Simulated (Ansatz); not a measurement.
# FGe2H3O: the cost of one run

Method: RKS B3LYP-D4/def2-SVP, in Ansatz 0.2.0.

## 1. The structure to begin with

Bond lengths: F1–Ge2 1.728 Å, Ge2–O3 1.761 Å, Ge2–Ge4 2.449 Å, O3–Ge4 1.824 Å, Ge2–H5 1.566 Å, Ge4–H6 1.575 Å, Ge4–H7 1.504 Å. Angles: F1–Ge2–O3 107.0°, F1–Ge2–Ge4 115.4°, F1–Ge2–H5 122.3°, O3–Ge2–Ge4 48.0°, O3–Ge2–H5 109.1°, Ge4–Ge2–H5 122.2°, Ge2–O3–Ge4 86.2°, Ge2–Ge4–O3 45.8°, Ge2–Ge4–H6 112.8°, Ge2–Ge4–H7 117.7°, O3–Ge4–H6 108.3°, O3–Ge4–H7 113.4°, H6–Ge4–H7 128.5°.

Structure file:

```xyz
7

F    -2.3483   -0.5728   -0.3629
Ge   -0.8244    0.0781   -0.8538
O     0.4149   -1.0449   -0.3037
Ge    0.8678    0.2397    0.9097
H    -0.5256    0.4837   -2.3365
H     0.3227   -0.1977    2.3209
H     2.1542    0.9458    0.5805
```

## 2. End point A

File input.yaml:

```yaml
crystal:
  periodic: [false, false, false]
  atoms:
    - { symbol: F, position_ang: [-2.3483, -0.5728, -0.3629] }
    - { symbol: Ge, position_ang: [-0.8244, 0.0781, -0.8538] }
    - { symbol: O, position_ang: [0.4149, -1.0449, -0.3037] }
    - { symbol: Ge, position_ang: [0.8678, 0.2397, 0.9097] }
    - { symbol: H, position_ang: [-0.5256, 0.4837, -2.3365] }
    - { symbol: H, position_ang: [0.3227, -0.1977, 2.3209] }
    - { symbol: H, position_ang: [2.1542, 0.9458, 0.5805] }
basis:
  gaussian: { orbitals: def2-SVP }
hamiltonian:
  xc: b3lyp
  dispersion: d4
relax:
  f_tol: 0.02
  max_steps: 50
output:
  orbitals: {}
```

On the command line:

```
$ ansatz run input.yaml --threads 2 --pin off --max-ram 3072MiB --backend cpu --events-out ev --progress --plain --runs-dir out
```

**Question.** How long does this run take on 2 threads of Arm Neoverse V1, shared host, and how much memory does it need?

About 28 s, with a peak of 0.27 GiB.
